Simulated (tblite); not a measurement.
# C4H10B3ClO2: the cost of one run

The runs use tblite 0.8.0 and PySCF 2.14.0, with density-fitted response routines of our own; the level of theory stands in each step. All values are computed, except where a source is named. Atoms are numbered from 0 throughout.

### Step 1. The molecule as given

20 atoms, charge 0, multiplicity 1; geometry from: force field or distance geometry start.

Bonds of the start (Å): C0–B1 1.59, B1–C2 1.60, B1–C3 1.61, C3–C4 1.44, C4–O5 1.35, O5–B6 1.47, B6–B7 1.66, B7–Cl8 1.84, B7–O9 1.47, O9–C3 1.37, C0–H10 1.10, C0–H11 1.13, C0–H12 1.10, C2–H13 1.13, C2–H14 1.10, C2–H15 1.11, C3–H16 1.12, C4–H17 1.13, C4–H18 1.13, B6–H19 1.19.

### Step 2. Relaxing the molecule with GFN2-xTB

What the job is given:

```
{"job": {"kind": "relax", "xc": "GFN2-xTB", "basis": "xTB"}, "charge": 0, "multiplicity": 1}
C     -1.713700    -1.240900    -0.870000
B     -1.095800    -0.178900     0.142500
C     -2.156300     0.592100     1.056000
C      0.260400     0.607700    -0.231600
C      1.071000    -0.257000    -1.052500
O      2.016400    -1.098500    -0.581000
B      2.766000    -0.483700     0.518100
B      2.160600     0.951000     1.093800
Cl     3.228300     2.003800     2.156200
O      0.712000     1.151600     0.940800
H     -1.244400    -2.230600    -0.767400
H     -2.811100    -1.394700    -0.656900
H     -1.677400    -0.854200    -1.901400
H     -2.832000     1.125400     0.325200
H     -1.698000     1.284300     1.773300
H     -2.704900    -0.191300     1.625400
H     -0.118100     1.470000    -0.839200
H      1.558900     0.384000    -1.848300
H      0.374800    -0.893800    -1.672600
H      3.898100    -0.735600     0.786700
```

Run with:

```sh
$ OMP_NUM_THREADS=1 python probes_run.py task.json out
```

The driver reads the jobs from task.json and runs them one after another.

Q: Estimate the wall time and peak memory of this first job on 1 thread of AMD EPYC 9B45, shared host.

About 1.2 s, with a peak of 0.18 GiB.
